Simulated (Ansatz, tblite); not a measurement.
**The cluster Si7H7−: one state, many levels**

Aim: run the singlet of the cluster Si7H7− at one geometry on many levels, and compare frontier levels, spin and run time.

Program: Ansatz 0.2.0, Gaussian basis. Level of theory: as each input shows. These are calculated values, not measurements.

The runs, in order: GFN2-xTB, PBE-D4/def2-TZVPD, r2SCAN-D4/def2-TZVPD, BHLYP-D4/def2-TZVPD, B97M-V/def2-TZVPD, r2SCANh-D4/def2-TZVPD, PBE-D4/def2-SVPD, PBE0-D4/def2-SVPD, HF/STO-3G, HF/6-31G, B3LYP-D4/6-31G, CCSD(T)/def2-SVPD, RPA/def2-SVPD.

10 further runs of the same task are left out: 2 that didn't finish, 8 set aside as unsound or not needed. Runs told in other sessions of the task aren't counted.

## Step 1: The relaxed structure

The geometry is that of the singlet, from an earlier relaxation (r2SCAN-D4/def2-SVPD). At that level it is the lowest of the isomers that a small search found.

14 atoms, charge -1, spin multiplicity 1.

Bond lengths: Si1–Si3 2.419 Å, Si1–Si7 2.415 Å, Si1–H8 1.544 Å, Si2–Si4 2.172 Å, Si2–Si5 2.331 Å, Si2–H10 1.499 Å, Si3–Si5 2.368 Å, Si3–Si6 2.368 Å, Si3–H14 1.512 Å, Si4–Si6 2.348 Å, Si4–H12 1.502 Å, Si5–Si7 2.369 Å, Si5–H11 1.505 Å, Si6–Si7 2.372 Å, Si6–H9 1.504 Å, Si7–H13 1.512 Å. Angles: Si3–Si1–Si7 69.7°, Si3–Si1–H8 94.6°, Si7–Si1–H8 94.3°, Si4–Si2–Si5 102.5°, Si4–Si2–H10 128.7°, Si5–Si2–H10 128.7°, Si1–Si3–Si5 92.6°, Si1–Si3–Si6 95.9°, Si1–Si3–H14 130.0°, Si5–Si3–Si6 80.0°, Si5–Si3–H14 121.9°, Si6–Si3–H14 122.8°, Si2–Si4–Si6 99.0°, Si2–Si4–H12 126.2°, Si6–Si4–H12 134.4°, Si2–Si5–Si3 111.3°, Si2–Si5–Si7 110.5°, Si2–Si5–H11 115.1° and more.

The ion is computed in the gas phase, without counter-ions or solvent.

PBE0-D4/def2-TZVPD was run before; its log isn't repeated, and its numbers join the tables.

## Step 2: GFN2-xTB

Tight binding, by tblite at 300 K electronic temperature and without a spin-polarisation term:

```python
tblite.interface.Calculator('GFN2-xTB', numbers, positions, charge=-1, uhf=0).singlepoint()
```

Energy -423.4532 eV, HOMO -3.63 eV, LUMO -2.40 eV; 0.076 s.

## Step 3: PBE-D4/def2-TZVPD

start.molden holds the orbitals of an earlier run on this state, given as this run's starting guess.

Input file in.yaml:

```yaml
crystal:
  periodic: [false, false, false]
  atoms:
    - {symbol: Si, position_ang: [-1.457734, 1.451595, -2.580901]}
    - {symbol: Si, position_ang: [1.940779, -0.130172, 1.476340]}
    - {symbol: Si, position_ang: [-0.813248, 1.946518, -0.302257]}
    - {symbol: Si, position_ang: [2.873409, 1.765574, 0.971100]}
    - {symbol: Si, position_ang: [0.126109, -0.204020, 0.014868]}
    - {symbol: Si, position_ang: [1.456744, 2.413557, -0.786330]}
    - {symbol: Si, position_ang: [0.751684, 0.588967, -2.127566]}
    - {symbol: H, position_ang: [-0.945379, 2.792707, -3.149938]}
    - {symbol: H, position_ang: [1.807152, 3.717596, -1.448380]}
    - {symbol: H, position_ang: [2.310521, -1.097097, 2.560185]}
    - {symbol: H, position_ang: [-0.757682, -1.414518, 0.155987]}
    - {symbol: H, position_ang: [4.154379, 2.304172, 1.542425]}
    - {symbol: H, position_ang: [1.696405, -0.178811, -3.024498]}
    - {symbol: H, position_ang: [-1.579638, 2.654132, 0.792366]}
basis:
  gaussian: {orbitals: def2-TZVPD, initial_orbitals: start.molden}
total_charge: -1
hamiltonian: {xc: pbe, dispersion: d4}
scf: {omitted_lower_state_checks: [starts]}
output: {orbitals: {seedname: orbitals}}
```

Started as:

```
> ansatz run in.yaml --threads 4 --pin off --events-out ev --progress --plain --max-ram 4787MiB
```

The runs that follow: r2SCAN-D4/def2-TZVPD; BHLYP-D4/def2-TZVPD; B97M-V/def2-TZVPD; r2SCANh-D4/def2-TZVPD; PBE-D4/def2-SVPD; PBE0-D4/def2-SVPD; HF/STO-3G; HF/6-31G; B3LYP-D4/6-31G; CCSD(T)/def2-SVPD; RPA/def2-SVPD.

Q: Predict the results of all the runs planned. Wanted: gap in def2-TZVPD, named functionals, smallest and largest; correlation energy, CCSD(T)/def2-SVPD; PBE0 total energy, smallest basis above largest.

**Answer**, as computed:

| quantity | value |
| --- | --- |
| gap in def2-TZVPD, named functionals, smallest and largest | 1.61 eV (PBE-D4), 4.36 eV (BHLYP-D4) |
| correlation energy, CCSD(T)/def2-SVPD | -23.33 eV |
| PBE0 total energy, smallest basis above largest | 18.66 eV (def2-SVPD, def2-TZVPD) |

In words: Orbital gaps of the named functionals in def2-TZVPD span 1.61 eV (PBE-D4) to 4.36 eV (BHLYP-D4); exact exchange widens it. Notes on CCSD(T)/def2-SVPD: large T1 diagnostic.

The anion's highest level is positive in at least one run, so there the basis alone may hold the extra electron.
